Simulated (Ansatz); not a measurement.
Working through a polarisability from point charges of C₂H₄B₂, SMILES BB1C=C1

Program: Ansatz 0.2.0, Python API.

Typed at the interpreter:
```pycon
>>> import ansatz as az
>>> import numpy as np
>>> geometry_ang = [
...     ('B', (-0.6149, 1.3983, -0.5419)),
...     ('B', (-0.0223, 0.0151, -0.0135)),
...     ('C', (0.9679, -0.7564, 0.7391)),
...     ('C', (0.0611, -1.4606, 0.0782)),
...     ('H', (-1.6269, 1.4261, -1.2513)),
...     ('H', (-0.1575, 2.4847, -0.2607)),
...     ('H', (1.9136, -0.7612, 1.3817)),
...     ('H', (-0.4289, -2.403, -0.1874)),
... ]
>>> geometry = az.Crystal.molecule()
>>> for symbol, xyz in geometry_ang:
...     geometry = geometry.atom(symbol, xyz)
...
>>> setup = geometry.calculation().basis(gaussian='def2-SVPD').correlation('mp2').forces()
>>> # charges +q and -q at -R and +R make a nearly even field 2 k q / R^2 at the centre
>>> centre = np.mean([site.position_ang for site in geometry.cartesian_sites], axis=0)
>>> field = 2 * 14.399645 * 3.0 / 25.0 ** 2
>>> def dipole(axis, sign):
...     arm = 25.0 * np.eye(3)[axis]
...     pair = [{'charge': sign * 3.0, 'position_ang': (centre - arm).tolist()}, {'charge': -sign * 3.0, 'position_ang': (centre + arm).tolist()}]
...     deck = setup.input().set(az.key.basis.gaussian.point_charges, pair)
...     return np.array(az.Session.from_dict(deck).plan().execute().report['charge_distribution']['dipole_moment_e_ang'])
...
>>> print(f'field {field:.4f} V/A')
field 0.1382 V/A
>>> alpha = np.array([(dipole(axis, 1) - dipole(axis, -1)) / (2 * field) * 14.399645 for axis in range(3)])
>>> print('polarisability tensor (A^3)')
polarisability tensor (A^3)
>>> print(np.array2string(alpha, precision=3, suppress_small=True))
[[ 6.815 -0.391  1.464]
 [-0.37   8.361 -0.413]
 [ 1.455 -0.422  5.874]]
>>> print(f'mean {np.trace(alpha) / 3:.3f} A^3 = {np.trace(alpha) / 3 / 0.14818471:.2f} bohr^3')
mean 7.017 A^3 = 47.35 bohr^3
```

The geometry is a force-field or estimated start, not a minimum of this method, and the basis set is short of its limit. The field of two point charges is only nearly even. It ran for 19 s on 1 thread of Arm Neoverse V2, on a shared host, peak memory 0.34 GiB.
